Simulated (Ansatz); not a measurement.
# AsH2 (doublet): from Hartree-Fock to the top rungs at scale of all distances = 0.896, cc-pVDZ

Aim: climb from Hartree-Fock through coupled cluster and multireference methods for AsH2 (doublet) at one geometry and basis, and see what each rung misses.

Method: cc-pVDZ, core rule «outside noble gas», up to 14 orbitals frozen; program: Ansatz 0.2.0, Gaussian basis.

To be run: UHF; CCSD(T) on ROHF; CCSD(T) on UHF; BCCD(T) on ROHF; CISD; CCSDT(Q) on ROHF; CCSDT(Q) on UHF; CASSCF and MRCISD+Q, 3 electrons in 3 orbitals; CASSCF and NEVPT2, 3 electrons in 3 orbitals; CASSCF and MRCISD+Q, 7 electrons in 6 orbitals; CASSCF and NEVPT2, 7 electrons in 6 orbitals; Full CI.

22 further runs of the same task are left out: 4 for a known fault of the program, 12 that didn't finish, 6 set aside as unsound or not needed.

## 1. The system

The geometry derives from a PBE0/def2-TZVP stationary point (not a proven minimum). All distances are scaled together. No spin-orbit coupling is included. The filled d shell of As may be among the frozen orbitals whatever the setting's name suggests; the logs give the count.

3 atoms, charge 0, spin multiplicity 2.

Atoms are counted from 1 here; the program's logs count them from 0.

Bond lengths: As1–H2 1.368 Å, As1–H3 1.368 Å. Angles: H2–As1–H3 90.7°.

Geometry (Å):

```xyz
3
AsH2
As    0.00000   -0.02518    0.00000
H     0.00000    0.93587   -0.97296
H     0.00000    0.93586    0.97297
```

## 2. UHF

in.yaml reads:

```yaml
crystal:
  periodic: [false, false, false]
  atoms:
    - {symbol: As, position_ang: [0.000000, -0.025181, 0.000000]}
    - {symbol: H, position_ang: [0.000000, 0.935872, -0.972963]}
    - {symbol: H, position_ang: [0.000000, 0.935865, 0.972970]}
basis:
  gaussian: {orbitals: cc-pVDZ}
magnetization: {spin_polarized: true, initial_magnetization: 1}
hamiltonian: {xc: hf}
output: {orbitals: {seedname: orbitals}}
```

On the command line:

```bash
ansatz run in.yaml --threads 1 --pin off --events-out ev --progress --plain --max-ram 2393MiB
```

After this run come: CCSD(T) on ROHF; CCSD(T) on UHF; BCCD(T) on ROHF; CISD; CCSDT(Q) on ROHF; CCSDT(Q) on UHF; CASSCF and MRCISD+Q, 3 electrons in 3 orbitals; CASSCF and NEVPT2, 3 electrons in 3 orbitals; CASSCF and MRCISD+Q, 7 electrons in 6 orbitals; CASSCF and NEVPT2, 7 electrons in 6 orbitals; Full CI.

Before running them: what should the planned runs give, taken together? Wanted: FCI below the RHF energy; RMP2 from FCI; UMP2 from FCI; RCCSD from FCI; RCCSD(T) from FCI; UCCSD(T) from FCI; RCCSDT(Q) from FCI; UCCSDT(Q) from FCI; NEVPT2 pair from FCI.

**Answer**, as computed:

| quantity | value |
| --- | --- |
| FCI below the RHF energy | -3.4467 eV |
| RMP2 from FCI | +15.86 kcal/mol |
| UMP2 from FCI | +16.02 kcal/mol |
| RCCSD from FCI | +1.76 kcal/mol |
| RCCSD(T) from FCI | +0.33 kcal/mol |
| UCCSD(T) from FCI | +0.27 kcal/mol |
| RCCSDT(Q) from FCI | 0.00 kcal/mol |
| UCCSDT(Q) from FCI | -0.06 kcal/mol |
| NEVPT2 pair from FCI | +16.09 kcal/mol |
| MRCISD+Q pair from FCI | -0.46 kcal/mol |
| NEVPT2 valence from FCI | +14.86 kcal/mol |
| levels within 1 kcal/mol (43 meV) | RCCSD(T), UCCSD(T), BCCD(T), RCCSDT, UCCSDT, RCCSDT(Q), UCCSDT(Q), MRCISD+Q pair, MRCISD+Q valence |
| T1 diagnostic | 0.015 |
| effectively unpaired electrons | 1.03 |

In words: RCCSD(T) lands +0.33 kcal/mol from the yardstick (0.4 % of the correlation energy). UCCSDT(Q), MRCISD+Q pair, MRCISD+Q valence fall below full CI: unrestricted runs freeze a spin-polarised core, another one than full CI's, and coupled cluster isn't variational. One determinant dominates. Of the multireference levels listed MRCISD+Q valence comes nearest in total energy (-0.30 kcal/mol), which doesn't show that its space is the better one. These misses are within one basis, not against nature; the frozen cores of restricted and unrestricted runs differ, which can shift their rows.
